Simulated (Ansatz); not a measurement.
**HfSi3 (AuCu3 type): a single-point run**

Aim: a sound single-point run of HfSi3 (AuCu3 type). The structure is shown as the input types it.

Method: DFT PBE, scalar-relativistic, plane waves, PAW, in Ansatz 0.2.0.

2 further runs of the same task are left out: 2 that didn't finish.

## Step 1: The system as given

Symmetry: Pm-3m, No. 221, cubic system. The conventional cell has a = 3.974 Å, b = 3.974 Å, c = 3.974 Å, α = 90.00°, β = 90.00°, γ = 90.00°. Around Hf (site symmetry m-3m) lie 12 Si at 2.81 Å. Si (site symmetry 4/mmm) is surrounded by 4 Hf at 2.81 Å and 8 Si at 2.81 Å.

Structure file:

```xyz
4
Lattice="3.9735 0.0000 0.0000 0.0000 3.9735 0.0000 0.0000 0.0000 3.9735" Properties=species:S:1:pos:R:3 pbc="T T T"
Hf    0.0000    0.0000    0.0000
Si    0.0000    1.9868    1.9868
Si    1.9868    1.9868    0.0000
Si    1.9868    0.0000    1.9868
```

## Step 2: The calculation

input.yaml

```yaml
crystal:
  lattice:
    - [3.9735079819, 0.0, 0.0]
    - [0.0, 3.9735079819, 0.0]
    - [0.0, 0.0, 3.9735079819]
  atoms:
    - { symbol: Hf, position: [0.0, 0.0, 0.0] }
    - { symbol: Si, position: [0.0, 0.5, 0.5] }
    - { symbol: Si, position: [0.5, 0.5, 0.0] }
    - { symbol: Si, position: [0.5, 0.0, 0.5] }
basis:
  ecutwfc: 420
  ecutrho_ratio: 4
kpoints:
  mp_grid: { grid: [8, 8, 8] }
hamiltonian:
  xc: pbe
scf:
  occupations: { method: fixed }
  max_iter: 100
output:
  forces: true
  stress: true
```

The run is started by

```sh
ansatz run input.yaml --threads 2 --pin off --max-ram 2662MiB --backend cpu --events-out ev --progress --plain --runs-dir out
```

**Question.** How will this run end, and is anything wrong with its input?

The program finished normally, with warnings (band overlap at count, metallic iterate, unresolved pair at count). Its log warns: «a fill by count may have filled part of one level: at k-index 0 the highest filled band, 14.997476 eV, and the lowest empty band, 14.997476 eV, stand 0.000e0 eV apart ...»

In the input, scf.occupations.method is fixed; scf.occupations.width is missing. What could go wrong: fixed occupations where they can't hold. It still converged here, which does not make the setting sound.

Run again and compare: set scf.occupations.method to gaussian and scf.occupations.width to 0.05.
